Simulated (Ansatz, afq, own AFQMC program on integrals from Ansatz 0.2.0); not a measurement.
# HfH (quartet): AFQMC on the coupled-cluster ladder at distance Hf1–H2 = 2.997 Å, def2-TZVP

An exercise on one series of results from a longer session: the logs are not shown, and one member is left open.

Method: def2-TZVP, frozen cores; program: Ansatz 0.2.0, Gaussian basis, and an in-house AFQMC program (afq) on its integrals; all values are calculated.

The runs, in order: Full CI; PBE (unrestricted); r2SCAN (unrestricted); PBE0 (unrestricted); B3LYP (unrestricted); wB97M-V (unrestricted); B2PLYP (unrestricted); CCSD(T) on UHF; Full CI; Full CI (sextet); CCSDT(Q) on UHF; CCSDTQ on UHF; Phaseless AFQMC, CISD trial on UHF; Phaseless AFQMC, single-determinant trial on UHF; CCSD(T) on ROHF; Full CI; CCSDT(Q) on ROHF; CCSDTQ on ROHF; Phaseless AFQMC, CISD trial on ROHF; Phaseless AFQMC, single-determinant trial on ROHF.

2 further runs of the same task are left out: 2 that didn't finish.

**The system**

The geometry derives from a PBE0/def2-TZVP stationary point (not a proven minimum). One bond is set to the value named and the two fragments are kept rigid. No spin-orbit coupling is included. Elements past krypton take def2 core potentials.

2 atoms, charge 0, spin multiplicity 4.

Atoms are counted from 1 here; the program's logs count them from 0.

No contacts short enough for the rule that draws bonds.

Set-up of the first run:

in.yaml reads:

```yaml
crystal:
  periodic: [false, false, false]
  atoms:
    - {symbol: Hf, position_ang: [0.000000, 0.000000, 0.000000]}
    - {symbol: H, position_ang: [0.000000, 0.000000, 2.997000]}
basis:
  gaussian: {orbitals: def2-TZVP}
magnetization: {spin_polarized: false, initial_magnetization: 3}
correlation: {method: fci, electrons: outside_noble_gas}
```

Started as:

```console
$ ansatz run in.yaml --threads 1 --pin off --events-out ev --progress --plain --max-ram 16896MiB --backend cuda --devices 0, --max-vram 18GiB
```

Among the steps run: Full CI; PBE (unrestricted); r2SCAN (unrestricted); PBE0 (unrestricted); B3LYP (unrestricted); wB97M-V (unrestricted); B2PLYP (unrestricted); CCSD(T) on UHF; Full CI (sextet); CCSDT(Q) on UHF; CCSDTQ on UHF; Phaseless AFQMC, CISD trial on UHF; Phaseless AFQMC, single-determinant trial on UHF; CCSD(T) on ROHF; CCSDT(Q) on ROHF; CCSDTQ on ROHF; Phaseless AFQMC, CISD trial on ROHF; Phaseless AFQMC, single-determinant trial on ROHF.

One table of the session follows, with a row left open; its other results are not shown here.

It belongs to the step «AFQMC on the ladder». On the ROHF determinant, counted from full CI (exact for this spin and basis):

| level | from full CI (kJ/mol) |
| --- | --- |
| HF | +203.9 |
| MP2 | +60.1 |
| CCSD | ? |
| CCSD(T) | +3.3 |
| CCSDT(Q) | -1.0 |
| CCSDTQ | -1.2 |
| full CI | 0.0 |
| Phaseless AFQMC, CISD trial, step 0.005, 4000 walkers | +3.5 |
| Phaseless AFQMC, single-determinant trial, step 0.005, 4000 walkers | +30.8 |

Q: Estimate the row for CCSD from the others.

As computed: from full CI (kJ/mol): +11.1. In the column «from full CI (kJ/mol)» it lies between Phaseless AFQMC, CISD trial, step 0.005, 4000 walkers (+3.5) and Phaseless AFQMC, single-determinant trial, step 0.005, 4000 walkers (+30.8).

To keep in mind: The report flags that the cluster equations may have other roots. Caveats: constraint bias not in the error; other roots.
